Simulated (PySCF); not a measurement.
# [Lu(BH4)2]+: other functionals and bases at one geometry

An exercise on one series of results from a longer session: the logs are not shown, and one member is left open.

The runs use PySCF 2.14.0; several levels, as the steps say, no spin–orbit coupling.

1 further run of the same task is left out (for a known fault of the program).

## Where the work starts

11 atoms, charge 1, spin multiplicity 1.

Bond lengths: Lu1–B2 2.308 Å, Lu1–H4 2.102 Å, Lu1–H5 2.172 Å, Lu1–H6 2.104 Å, Lu1–B7 2.308 Å, Lu1–H9 2.102 Å, Lu1–H10 2.172 Å, Lu1–H11 2.104 Å, B2–H3 1.196 Å, B2–H4 1.273 Å, B2–H5 1.264 Å, B2–H6 1.273 Å, B7–H8 1.196 Å, B7–H9 1.273 Å, B7–H10 1.264 Å, B7–H11 1.273 Å. Angles: B2–Lu1–H4 33.1°, B2–Lu1–H5 32.6°, B2–Lu1–H6 33.1°, B2–Lu1–B7 123.8°, B2–Lu1–H9 101.6°, B2–Lu1–H10 156.1°, B2–Lu1–H11 106.6°, H4–Lu1–H5 56.0°, H4–Lu1–H6 56.8°, H4–Lu1–B7 101.6°, H4–Lu1–H9 94.9°, H4–Lu1–H10 131.5°, H4–Lu1–H11 75.9°, H5–Lu1–H6 55.9°, H5–Lu1–B7 156.1°, H5–Lu1–H9 131.5°, H5–Lu1–H10 171.3°, H5–Lu1–H11 130.5° and more.

Geometry (Å):

```xyz
11
B2H8Lu
Lu    0.00004   -0.00008   -0.21668
B     2.03581   -0.02611    0.87014
H     3.05410   -0.03152    1.49833
H     1.22459   -0.94755    1.20529
H     2.16014   -0.15236   -0.38148
H     1.35241    1.03856    1.01535
B    -2.03584    0.02614    0.87002
H    -3.05394    0.03160    1.49850
H    -1.22449    0.94749    1.20514
H    -2.16035    0.15242   -0.38156
H    -1.35248   -1.03859    1.01517
```

Formal oxidation states: Lu +3. Each metal's 14 4f electrons lie in its core potential, so multiplicities, spins and levels count the valence alone. An earlier session relaxed this geometry at PBE0, Lu lcecp-1-SVP with ECP60, B def2-SVP, H def2-SVP (singlet, point group C1).

At PBE0 on the finer grid: E = -94.127004 Eh, HOMO -14.20 eV, LUMO -7.92 eV, Mulliken charge on Lu1 +0.97 e, largest force component 0.012 eV/Å. 

Levels to run: TPSS; wB97X; PBE0, TZVP. Hardware: 2 threads of Arm Neoverse V1, shared host.

Set-up of the first run:

File run.py (the lines that set the calculation):

```python
mol = gto.M(atom='''
Lu     0.00004    -0.00008    -0.21668
B      2.03581    -0.02611     0.87014
H      3.05410    -0.03152     1.49833
H      1.22459    -0.94755     1.20529
H      2.16014    -0.15236    -0.38148
H      1.35241     1.03856     1.01535
B     -2.03584     0.02614     0.87002
H     -3.05394     0.03160     1.49850
H     -1.22449     0.94749     1.20514
H     -2.16035     0.15242    -0.38156
H     -1.35248    -1.03859     1.01517''',
    basis={'Lu': 'lcecp-1-SVP', 'B': 'def2-SVP', 'H': 'def2-SVP'},
    ecp={'Lu': 'lcecp-1-SVP'},
    charge=1, spin=0)
mf = dft.RKS(mol, xc='TPSS')
mf.grids.atom_grid = (75, 302)  # f atoms: unpruned, at least (60, 302)
mf = mf.density_fit()  # fitting sets: Lu AutoAux, B def2-universal-JKFIT, H def2-universal-JKFIT
mf.conv_tol = 1e-08; mf.max_cycle = 55
mf.kernel(dm0)  # dm0: the density of the relaxed state
```

Started as:

```sh
$ OMP_NUM_THREADS=2 python run.py
```

Steps of the session up to this table: TPSS; wB97X; PBE0, TZVP.

One of the session's tables, all rows but one given; the rest of the session is left out.

```
              level  HOMO (eV)  gap (eV)  charge on Lu1 (e)  dipole (D)  largest force component (eV/Å)
PBE0 (relaxed here)     -14.20      6.28               0.97        3.61                            0.01
               TPSS          ?         ?                  ?           ?                               ?
              wB97X     -16.69     10.85               1.05        3.85                            0.60
         PBE0, TZVP     -14.22      6.33               1.19        3.56                            0.28
```

Estimate the missing values for TPSS.

The run gave: HOMO (eV): -13.02; gap (eV): 4.54; charge on Lu1 (e): 0.92; dipole (D): 3.53; largest force component (eV/Å): 0.29. In the column «HOMO (eV)» it is the highest.

The dipole of a charged species depends on the origin, so these sizes hold for this origin alone.

In one basis the HOMO–LUMO gap runs from 4.54 eV (TPSS) to 10.85 eV (wB97X). The largest leftover force, 0.60 eV/Å with wB97X, stands at a geometry relaxed at another level. With 4f in the core, its levels are missing from HOMO and gap, and its count is fixed, so no charge can pass from the ligands into it. Total energies of different levels can't be compared.
